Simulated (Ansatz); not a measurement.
**Si₂H₅O₂ radical: relaxing the structure**

Aim: relax Si₂H₅O₂ radical from a cheap starting geometry.

Program: Ansatz 0.2.0, Gaussian basis. Level of theory: UKS PBE0-D4/def2-TZVP. These are calculated values, not measurements.

Plan: relaxation at PBE0-D4/def2-TZVP.

1 further run of the same task is left out (set aside as unsound or not needed).

### Step 1. The starting structure

SMILES `O[Si](O)[SiH3]`, 9 atoms, charge 0, spin multiplicity 2.

Atoms are counted from 1 here; the program's logs count them from 0.

Bond lengths: O1–Si2 1.657 Å, O1–H5 0.951 Å, Si2–O3 1.631 Å, Si2–Si4 2.292 Å, O3–H6 0.956 Å, Si4–H7 1.473 Å, Si4–H8 1.464 Å, Si4–H9 1.471 Å. Angles: Si2–O1–H5 121.2°, O1–Si2–O3 100.8°, O1–Si2–Si4 112.1°, O3–Si2–Si4 111.8°, Si2–O3–H6 119.6°, Si2–Si4–H7 126.0°, Si2–Si4–H8 106.2°, Si2–Si4–H9 105.1°, H7–Si4–H8 105.9°, H7–Si4–H9 104.6°, H8–Si4–H9 108.0°.

Coordinates:

```
atom     x (Å)     y (Å)     z (Å)
  O1  -1.43068   0.77717   1.07429
 Si2  -0.70432  -0.55415   0.40589
  O3   0.02868  -1.19290   1.71528
 Si4   0.80660   0.01523  -1.22083
  H5  -1.97684   1.35397   0.55190
  H6  -0.02252  -0.73815   2.55467
  H7   2.03364   0.80599  -1.02520
  H8   1.23347  -1.24052  -1.84017
  H9   0.03197   0.77336  -2.21583
```

The start is a GFN2-xTB geometry.

### Step 2. Geometry optimisation, PBE0-D4/def2-TZVP

The input, in.yaml:

```yaml
crystal:
  periodic: [false, false, false]
  atoms:
    - {symbol: O, position_ang: [-1.430680, 0.777170, 1.074290]}
    - {symbol: Si, position_ang: [-0.704320, -0.554150, 0.405890]}
    - {symbol: O, position_ang: [0.028680, -1.192900, 1.715280]}
    - {symbol: Si, position_ang: [0.806600, 0.015230, -1.220830]}
    - {symbol: H, position_ang: [-1.976840, 1.353970, 0.551900]}
    - {symbol: H, position_ang: [-0.022520, -0.738150, 2.554670]}
    - {symbol: H, position_ang: [2.033640, 0.805990, -1.025200]}
    - {symbol: H, position_ang: [1.233470, -1.240520, -1.840170]}
    - {symbol: H, position_ang: [0.031970, 0.773360, -2.215830]}
basis:
  gaussian: {orbitals: def2-TZVP}
magnetization: {spin_polarized: true, initial_magnetization: 1}
hamiltonian: {xc: pbe0, dispersion: d4}
relax: {f_tol: 0.005, max_steps: 150}
```

The run is started by

```sh
$ ansatz run in.yaml --threads 2 --pin off --events-out ev --progress --plain --max-ram 22528MiB --backend cpu
```

Before running them: what should the planned runs give, taken together? Wanted: point group; shift from the start; total energy; dispersion term; dipole moment.

The runs gave:

| quantity | value |
| --- | --- |
| point group | C1 |
| steps | 16 |
| shift from the start (rms) | 0.176 Å |
| total energy | -19923.3329 eV |
| dispersion term | -159 meV |
| dipole moment | 1.78 D |

What this shows: The relaxed geometry lies 0.18 Å (rms) from the start; the bond that changed most is Si2–Si4, from 2.292 to 2.364 Å. No vibrations were run, so it is not proven to be a minimum. The largest Mulliken charge, -0.50 e, sits on O3.
